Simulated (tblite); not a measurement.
# C2H9ClGeOSi: the cost of one run

Programs: tblite 0.8.0 and PySCF 2.14.0. All values are calculated, for the isolated system unless a continuum is named. Atoms count from 0, parts from 1.

## (1) The system as given

15 atoms, charge 0, multiplicity 1; geometry: distance geometry start.

## (2) Relaxing the cluster with GFN2-xTB

The job: settings as JSON, then the geometry in Å.

```
{"job": {"kind": "relax", "xc": "GFN2-xTB", "basis": "xTB"}, "charge": 0, "multiplicity": 1}
Ge     0.128588     0.719344     1.116981
C      1.928023     1.108031     0.535139
Si     2.052499     0.874107    -1.273737
Cl    -1.235353     2.342491     0.473573
O     -0.436039    -0.895067     0.318422
C     -0.442815    -1.149244    -1.020939
H      0.068077     0.563936     2.618024
H      2.565518     0.474178     1.022011
H      2.172623     2.078304     0.786000
H      0.840374     1.265521    -1.883402
H      3.098409     1.665902    -1.774129
H      2.308058    -0.491984    -1.582656
H      0.472641    -1.503785    -1.318797
H     -1.191126    -1.887656    -1.248591
H     -0.656413    -0.275730    -1.563941
```

Method: GFN2-xTB geometry optimisation, gas phase.

Launch:

```bash
$ OMP_NUM_THREADS=1 python cluster_run.py task.json out
```

This one command runs all jobs of the session in turn.

**Question.** How long does this first job take on 1 thread of Arm Neoverse V1, shared host?

About 4.6 s.
